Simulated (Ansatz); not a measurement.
# InH2O− (SMILES [O-][InH2]): one structure at several levels

An exercise on one series of results from a longer session: the logs are not shown, and one member is left open.

Method: single points in def2-TZVPPD; program: Ansatz 0.2.0, Gaussian basis.

Correlated methods freeze the cores. Filled d shells of the heavier atoms are correlated. Core potentials replace the inner electrons past krypton, and spin-orbit coupling is left out.

### The system as given

4 atoms, charge -1, spin multiplicity 1.

Atoms are counted from 1 here; the program's logs count them from 0.

Bond lengths: O1–In2 1.849 Å, In2–H3 1.722 Å, In2–H4 1.778 Å. Angles: O1–In2–H3 131.2°, O1–In2–H4 121.9°, H3–In2–H4 106.4°.

As a file:

```xyz
4

O    -1.86480   -0.40400   -0.15100
In   -0.04900   -0.08810   -0.00220
H     1.19100   -0.96170    0.81260
H     0.68870    1.43170   -0.55670
```

Set-up of the first run:

Input file run/in.yaml:

```yaml
crystal:
  periodic: [false, false, false]
  atoms:
    - {symbol: O, position_ang: [-1.864800, -0.404000, -0.151000]}
    - {symbol: In, position_ang: [-0.049000, -0.088100, -0.002200]}
    - {symbol: H, position_ang: [1.191000, -0.961700, 0.812600]}
    - {symbol: H, position_ang: [0.688700, 1.431700, -0.556700]}
basis:
  gaussian: {orbitals: "def2-TZVPPD.json"}
total_charge: -1
correlation: {method: ccsd_t}
output: {forces: true}
```

The basis file named in the input lies beside it (Basis Set Exchange, JSON).

No record of the launch command was kept for these runs.

Steps of the session up to this table: CCSD(T)/def2-TZVPPD; PBE0-D4/def2-TZVPPD; wB97M-V/def2-TZVPPD; r2SCAN-D4/def2-TZVPPD; PBE-D4/def2-TZVPPD; r2SCAN0-D4/def2-TZVPPD; HSE06-D4/def2-TZVPPD.

One table of the session follows, with a row left open; its other results are not shown here.

```
    method  RMS force component (eV/Å)  angle to CCSD(T) forces (°)
   CCSD(T)                       0.831                    reference
   PBE0-D4                       0.630                          8.3
   wB97M-V                       0.645                          5.4
 r2SCAN-D4                       0.703                          4.8
    PBE-D4                       0.855                          6.4
r2SCAN0-D4                           ?                            ?
  HSE06-D4                       0.632                          8.4
```

**Question.** Estimate the row for r2SCAN0-D4.

**Answer.** RMS force component (eV/Å): 0.554; angle to CCSD(T) forces (°): 8.4. In the column «RMS force component (eV/Å)» it is the lowest.
